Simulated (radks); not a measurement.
**Spin polarisation of the 5s shell in Ag**

The task here is to estimate one member of a computed series from the others.

Program: radks (a radial shooting solver on a logarithmic mesh, Libxc functionals) version 1. Level of theory: non-relativistic Kohn-Sham, PBE, spin-polarised, spherical densities, point nucleus. These are calculated values, not measurements, unless marked.

## The atom as given

- element: silver (Z = 47)
- charge: 0
- electrons: 47
- configuration: [Kr] 4d10 5s(up 0.5, down 0.5)

A shell typed twice in an input gives spin up, then spin down.

Set-up of the first run:

Settings of this run:

```text
Z 47
configuration [Kr] 4d10 5s0.5 5s0.5
relativity non-relativistic
functional pbe,pbe
spin polarised
nucleus point
```

Among the steps run: No moment.

One table of the session follows, with a row left open; its other results are not shown here.

It belongs to the step «No moment». From the orbitals of this run (lengths in bohr):

```
level     <r>  outermost maximum (interpolated)  90 % within  nodes
   2p  0.1200                            0.0934        0.195      0
   3s  0.3812                             0.345        0.560      2
   3p  0.3732                             0.331        0.561      1
   3d  0.3456                             0.274        0.546      0
   4s  0.9429                             0.849         1.37      3
   4p   1.015                             0.888         1.50      2
   4d       ?                                 ?            ?      ?
   5s   3.338                              2.63         5.15      4
```

Q: Estimate the row for 4d from the others.

As computed: <r>: 1.401; outermost maximum (interpolated): 1.03; 90 % within: 2.28; nodes: 1. In the column «<r>» it lies between 4p (1.015) and 5s (3.338).
